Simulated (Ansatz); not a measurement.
# BBrH₄S (built from SMILES BBr.S): search for a transition state

Wanted: the transition state of a four-centre ligand exchange (form B1–S6, Br2–H5 and break B1–Br2, H5–S6). The guess is relaxed with those distances held, a saddle search follows, and vibrations and two downhill relaxations check it.

Method: PBE0-D4, def2-SVP first, then def2-TZVP; program: Ansatz 0.2.0, Gaussian basis.

31 further runs of the same task are left out: 31 set aside as unsound or not needed.

## 1. The starting structure

The guess: 7 atoms, charge 0, spin multiplicity 1.

Atoms are counted from 1 here; the program's logs count them from 0.

Bond lengths: B1–H3 1.158 Å, B1–H4 1.159 Å, S6–H7 1.332 Å. Angles: H3–B1–H4 127.5°.

Coordinates:

```
B    -0.7036   -0.5944   -0.1206
Br    0.5662    0.0625   -2.0247
H    -0.6494   -1.7505   -0.0709
H    -1.6542    0.0681   -0.1128
H     1.4589    0.5249   -0.3048
S     0.7533    0.2328    1.3115
H     0.2287    1.4566    1.3223
```

Distances that are to change: B1–S6 2.20 Å, Br2–H5 1.99 Å, B1–Br2 2.38 Å, H5–S6 1.79 Å.

## 2. Constrained relaxation of the guess

hold/in.yaml

```yaml
crystal:
  periodic: [false, false, false]
  atoms:
    - {symbol: B, position_ang: [-0.703600, -0.594400, -0.120600]}
    - {symbol: Br, position_ang: [0.566200, 0.062500, -2.024700]}
    - {symbol: H, position_ang: [-0.649400, -1.750500, -0.070900]}
    - {symbol: H, position_ang: [-1.654200, 0.068100, -0.112800]}
    - {symbol: H, position_ang: [1.458900, 0.524900, -0.304800]}
    - {symbol: S, position_ang: [0.753300, 0.232800, 1.311500]}
    - {symbol: H, position_ang: [0.228700, 1.456600, 1.322300]}
basis:
  gaussian: {orbitals: def2-SVP}
hamiltonian: {xc: pbe0, dispersion: d4}
relax: {f_tol: 0.08, max_steps: 120, escape_saddle: false, constraints: [{distance: [0, 5]}, {distance: [1, 4]}, {distance: [0, 1]}, {distance: [4, 5]}]}
```

The command line of these runs was not kept.

Further steps of the session: Saddle search in the small basis; Saddle search in triple zeta; Checking the order of the point; Relaxing after a step of 0.30 Å one way along the mode; Relaxing after a step of 0.30 Å the other way along the mode.

Before running it: what results should come out? Wanted: imaginary mode; barrier from the start side; barrier from the end side; energy of the step; pairs that change; zero-point energy at the saddle.

**Answer**, as computed:

| quantity | value |
| --- | --- |
| imaginary mode | 600i cm⁻¹ |
| barrier from the start side | 78.3 kJ/mol |
| barrier from the end side | 41.8 kJ/mol |
| energy of the step | +36.5 kJ/mol |
| pairs that change | Br2–H5 formed, B1–Br2 broken, H5–S6 broken |
| zero-point energy at the saddle | 0.995 eV |

What this shows: One imaginary mode, 600i cm⁻¹, makes this a first-order saddle. Going downhill both ways gives the intended start and end. At PBE0-D4/def2-TZVP the electronic barrier is 78.3 kJ/mol, about 32 kT at 298 K, and the step runs 36.5 kJ/mol uphill. A step off the saddle overshot and began above it in energy, so the link to its end is likely but not proven.
